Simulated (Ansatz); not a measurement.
# HBr (singlet): from Hartree-Fock to the top rungs at distance Br1–H2 = 1.581 Å, cc-pVDZ

How much of the correlation energy of HBr (singlet) does each wave-function method recover here?

Computed with Ansatz 0.2.0, Gaussian basis. Level: cc-pVDZ, core rule «outside noble gas», up to 14 orbitals frozen.

Plan: UHF; CCSD(T) on RHF; BCCD(T) on RHF; CISD; CCSDT(Q) on RHF; CISDTQ; CCSDTQ on RHF; CASSCF and MRCISD+Q, 2 electrons in 2 orbitals; CASSCF and NEVPT2, 2 electrons in 2 orbitals; CASSCF and MRCISD+Q, 8 electrons in 5 orbitals; CASSCF and NEVPT2, 8 electrons in 5 orbitals; Full CI.

16 further runs of the same task are left out: 13 that didn't finish, 3 set aside as unsound or not needed.

**1. The system**

The geometry derives from a PBE0/def2-TZVP stationary point (not a proven minimum). One bond is set to the value named and the two fragments are kept rigid. No spin-orbit coupling is included. The filled d shell of Br may be among the frozen orbitals whatever the setting's name suggests; the logs give the count.

2 atoms, charge 0, spin multiplicity 1.

Atoms are counted from 1 here; the program's logs count them from 0.

Bond lengths: Br1–H2 1.581 Å.

**2. UHF**

in.yaml

```yaml
crystal:
  periodic: [false, false, false]
  atoms:
    - {symbol: Br, position_ang: [0.000000, 0.000000, 0.000000]}
    - {symbol: H, position_ang: [0.000000, 0.000000, 1.581000]}
basis:
  gaussian: {orbitals: cc-pVDZ}
magnetization: {spin_polarized: true, initial_magnetization: 0}
hamiltonian: {xc: hf}
output: {orbitals: {seedname: orbitals}}
```

Started as:

```
$ ansatz run in.yaml --threads 1 --pin off --events-out ev --progress --plain --max-ram 2393MiB
```

The runs that follow: CCSD(T) on RHF; BCCD(T) on RHF; CISD; CCSDT(Q) on RHF; CISDTQ; CCSDTQ on RHF; CASSCF and MRCISD+Q, 2 electrons in 2 orbitals; CASSCF and NEVPT2, 2 electrons in 2 orbitals; CASSCF and MRCISD+Q, 8 electrons in 5 orbitals; CASSCF and NEVPT2, 8 electrons in 5 orbitals; Full CI.

Q: Predict the results of all the runs planned. Wanted: FCI below the RHF energy; RMP2 from FCI; RCCSD from FCI; RCCSD(T) from FCI; RCCSDT(Q) from FCI; NEVPT2 pair from FCI; NEVPT2 valence from FCI; MRCISD+Q valence from FCI; T1 diagnostic.

As calculated:

| quantity | value |
| --- | --- |
| FCI below the RHF energy | -3.9764 eV |
| RMP2 from FCI | +521.2 meV |
| RCCSD from FCI | +75.4 meV |
| RCCSD(T) from FCI | +14.6 meV |
| RCCSDT(Q) from FCI | +0.7 meV |
| NEVPT2 pair from FCI | +427.6 meV |
| NEVPT2 valence from FCI | +736.2 meV |
| MRCISD+Q valence from FCI | -13.1 meV |
| levels within 1 kcal/mol (43 meV) | RCCSD(T), BCCD(T), RCCSDT, CISDTQ, RCCSDT(Q), RCCSDTQ, MRCISD+Q valence |
| T1 diagnostic | 0.006 |
| effectively unpaired electrons | 0.04 |

What this shows: RCCSD(T) misses by +14.6 meV, 0.4 % of the correlation energy. MRCISD+Q valence falls below full CI: the +Q correction isn't variational, and the cores differ from full CI's. One determinant dominates. Of the multireference levels listed MRCISD+Q valence comes nearest in total energy (-13.1 meV), which doesn't show that its space is the better one. These misses are within one basis, not against nature.
